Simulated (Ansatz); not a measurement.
# Molecular dynamics of Ba$_{4}$Y$_{2}$F$_{13}$, charge +1

Input file:

```yaml
crystal:
  lattice:
    - [6.911814, -3.402184, 0.0]
    - [6.911814, 3.402184, 0.0]
    - [-4.770086, 0.0, 6.709444]
  atoms:
    - { symbol: Ba, position: [0.62138617, 0.64807306, 0.25152877] }
    - { symbol: Ba, position: [0.59201506, 0.7006453, 0.74949317] }
    - { symbol: Ba, position: [0.26148804, 0.39072246, 0.29051129] }
    - { symbol: Ba, position: [0.30904966, 0.30920363, 0.70987832] }
    - { symbol: "Y", position: [0.99618897, -0.03333704, 0.23272777] }
    - { symbol: "Y", position: [-0.05969622, 1.04897445, 0.78671472] }
    - { symbol: F, position: [0.80053527, 0.73113287, 0.09435004] }
    - { symbol: F, position: [0.84483708, 0.70093261, 0.63198054] }
    - { symbol: F, position: [0.20209001, 0.99839907, 0.10090238] }
    - { symbol: F, position: [0.37111434, 0.90321538, 0.47511353] }
    - { symbol: F, position: [0.67197964, 0.36192321, 0.40488564] }
    - { symbol: F, position: [0.18853186, 0.63281273, 0.08610096] }
    - { symbol: F, position: [0.79346581, 0.3751224, 0.94629323] }
    - { symbol: F, position: [0.02720191, 0.93852448, 0.49363014] }
    - { symbol: F, position: [0.29807864, 0.63377057, 0.70491446] }
    - { symbol: F, position: [0.59724718, 0.16584577, 0.5440074] }
    - { symbol: F, position: [0.73998705, 0.08427793, 0.98102654] }
    - { symbol: F, position: [-0.00174587, 0.32433827, 0.33841566] }
    - { symbol: F, position: [0.28982378, 0.05772662, 0.89091965] }
total_charge: 1
basis:
  ecutwfc: 200.0
kpoints:
  mp_grid: { grid: [2, 2, 1] }
hamiltonian:
  xc: pbesol
scf:
  occupations: { method: fermi_dirac, width: 0.05 }
  lower_state_search: "off"
  max_iter: 69
md:
  timestep: 2
  n_steps: 200
  ensemble: nvt_nose_hoover
  temperature: 2400.0
  initial_velocities: maxwell_boltzmann
  seed: 516264
  nose_hoover: { tau: 200.0, chain_length: 5 }
```

Command:

```bash
$ ansatz run input.yaml --threads 1 --pin off --max-ram 3072MiB --backend cpu --events-out ev --progress --plain --runs-dir out
```

It goes on from the last frame of an earlier run, with new velocities.

Output, in part (step lines):

```
md step     0: t =     0.00 fs  T =  2400.0 K  F+E_penalty+E_count = -41351.11632955 eV  E_kin = 5.584032 eV  conserved = -41345.53229760 eV  (11 SCF iters)
md step     1: t =     2.00 fs  T =  2286.8 K  F+E_penalty+E_count = -41350.85124292 eV  E_kin = 5.320612 eV  conserved = -41345.53063723 eV  (8 SCF iters)
md step     2: t =     4.00 fs  T =  2160.1 K  F+E_penalty+E_count = -41350.55405721 eV  E_kin = 5.025954 eV  conserved = -41345.52816453 eV  (8 SCF iters)
md step     3: t =     6.00 fs  T =  2034.6 K  F+E_penalty+E_count = -41350.25928950 eV  E_kin = 4.733787 eV  conserved = -41345.52571320 eV  (8 SCF iters)
md step     4: t =     8.00 fs  T =  1923.9 K  F+E_penalty+E_count = -41350.00012134 eV  E_kin = 4.476322 eV  conserved = -41345.52428974 eV  (8 SCF iters)
md step     5: t =    10.00 fs  T =  1836.5 K  F+E_penalty+E_count = -41349.79630039 eV  E_kin = 4.272982 eV  conserved = -41345.52424749 eV  (6 SCF iters)
md step     6: t =    12.00 fs  T =  1773.3 K  F+E_penalty+E_count = -41349.64962550 eV  E_kin = 4.125876 eV  conserved = -41345.52529604 eV  (5 SCF iters)
md step     7: t =    14.00 fs  T =  1729.2 K  F+E_penalty+E_count = -41349.54760041 eV  E_kin = 4.023209 eV  conserved = -41345.52674955 eV  (5 SCF iters)
[... lines left out ...]
md step   200: t =   400.00 fs  T =  2772.1 K  F+E_penalty+E_count = -41348.98002337 eV  E_kin = 6.449838 eV  conserved = -41345.52278541 eV  (8 SCF iters)
```

The steps, from the saved trajectory:

| time (fs) | T (K) | potential energy less start (eV) | conserved less start (meV/atom) |
| --- | --- | --- | --- |
| 0.0 | 2400 | 0.000 | 0.00 |
| 12.0 | 1773 | 1.467 | 0.37 |
| 24.0 | 1598 | 1.881 | 0.21 |
| 36.0 | 1562 | 1.979 | 0.18 |
| 48.0 | 1922 | 1.167 | 0.05 |
| 60.0 | 2015 | 0.994 | 0.21 |
| 72.0 | 2078 | 0.888 | -0.11 |
| 84.0 | 1518 | 2.248 | 0.36 |
| 96.0 | 1356 | 2.664 | 0.10 |
| 108.0 | 1281 | 2.896 | 0.23 |
| 120.0 | 1622 | 2.171 | 0.36 |
| 132.0 | 2569 | 0.082 | 0.00 |
| 144.0 | 2527 | 0.330 | 0.16 |
| 156.0 | 2265 | 1.073 | 0.25 |
| 168.0 | 2223 | 1.298 | 0.15 |
| 180.0 | 1955 | 2.049 | 0.37 |
| 192.0 | 1888 | 2.322 | 0.23 |
| 204.0 | 1750 | 2.766 | 0.33 |
| 216.0 | 1820 | 2.723 | 0.32 |
| 228.0 | 2082 | 2.253 | 0.32 |
| 240.0 | 2315 | 1.868 | 0.18 |
| 252.0 | 2193 | 2.311 | 0.31 |
| 264.0 | 2306 | 2.192 | 0.21 |
| 276.0 | 2218 | 2.543 | 0.21 |
| 288.0 | 1968 | 3.249 | 0.55 |
| 300.0 | 2510 | 2.099 | 0.05 |
| 312.0 | 2432 | 2.412 | 0.42 |
| 324.0 | 2199 | 3.051 | 0.41 |
| 336.0 | 2090 | 3.381 | 0.11 |
| 348.0 | 1568 | 4.667 | 0.58 |
| 360.0 | 1889 | 3.972 | 0.32 |
| 372.0 | 2698 | 2.155 | -0.03 |
| 384.0 | 2777 | 2.053 | 0.41 |
| 396.0 | 2734 | 2.212 | 0.58 |

All steps were run. The conserved energy stayed within 0.62 meV per atom of its start (net change 0.5 meV per atom), so the integration is sound. A run of 0.4 ps of so small a system gives no equilibrium averages. The plane-wave cutoff is below what these datasets need, so energies and pressures aren't converged. Limits of this set-up: coarse k mesh, charged cell in a uniform background, uncorrected.

Mean squared displacements from the first frame to the last, about the centre of mass: Ba 0.11 Å², Y 0.20 Å², F 1.55 Å².

Last frame:

```xyz
19
Lattice="6.9118 -3.4022 0.0000 6.9118 3.4022 0.0000 -4.7701 0.0000 6.7094" Properties=species:S:1:pos:R:3
Ba 7.628 0.019 1.858
Ba 5.062 0.484 4.822
Ba 3.237 0.431 1.791
Ba 0.419 -0.008 4.791
Y 5.693 -3.351 1.550
Y 3.382 3.929 4.779
F 10.597 -0.226 0.354
F 8.651 0.063 6.347
F 7.391 2.332 1.574
F 7.321 0.701 4.088
F 5.309 -2.333 4.107
F 4.787 1.091 0.119
F 3.218 -1.228 5.973
F 5.051 2.292 2.988
F 2.981 1.796 3.909
F 2.774 -1.771 3.189
F 0.971 -1.018 7.788
F 1.071 1.085 2.094
F -1.813 -0.718 5.971
```

The run took 7.4 min on 1 thread of Arm Neoverse V1, on a shared host, peak memory 0.44 GiB.
